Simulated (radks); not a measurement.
**Ionisation of Pd³⁺: one atom, several choices of relativity**

An exercise on one series of results from a longer session: the logs are not shown, and one member is left open.

Method: Kohn-Sham, BLYP, spin-unpolarised, spherical densities. Code: radks (a radial shooting solver on a logarithmic mesh, Libxc functionals) version 1.

## Starting point

- element: palladium (Z = 46)
- charge: +3
- electrons: 43
- configuration: [Kr] 4d7
- ion: Pd⁴⁺, [Kr] 4d6
- choices: non-relativistic; scalar-relativistic; Dirac, 2j+1 shares; Dirac, low j first; scalar-relativistic, finite nucleus; Dirac, 2j+1 shares, finite nucleus; Dirac, c × 0.75; Dirac, c × 3; Dirac, c × 1.25

The first run:

The run's settings:

```text
Z 46
configuration [Kr] 4d7 5s0 5p0
relativity non-relativistic
functional b88,lyp
spin unpolarised
nucleus point
```

Among the steps run: non-relativistic: Pd³⁺.

One of the session's tables, all rows but one given; the rest of the session is left out.

It belongs to the step «non-relativistic: Pd³⁺». From the orbitals of this run (lengths in bohr):

| level | <r> | outermost maximum (interpolated) | 90 % within | nodes |
| --- | --- | --- | --- | --- |
| 3s | 0.3919 | 0.354 | 0.576 | 2 |
| 3p | 0.3842 | 0.340 | 0.578 | 1 |
| 3d | 0.3573 | 0.282 | 0.566 | 0 |
| 4s | 0.9658 | 0.874 | 1.40 | 3 |
| 4p | 1.035 | 0.915 | 1.53 | 2 |
| 4d | 1.299 | 1.05 | 2.02 | 1 |
| 5s | 2.468 | 2.23 | 3.53 | 4 |
| 5p | ? | ? | ? | ? |

Q: Estimate the row for 5p from the others.

The run gave: <r>: 2.821; outermost maximum (interpolated): 2.55; 90 % within: 4.05; nodes: 3. In the column «<r>» it is the highest.

Caveats from the session: Spin polarisation and multiplet splitting of open shells are left out at every level.
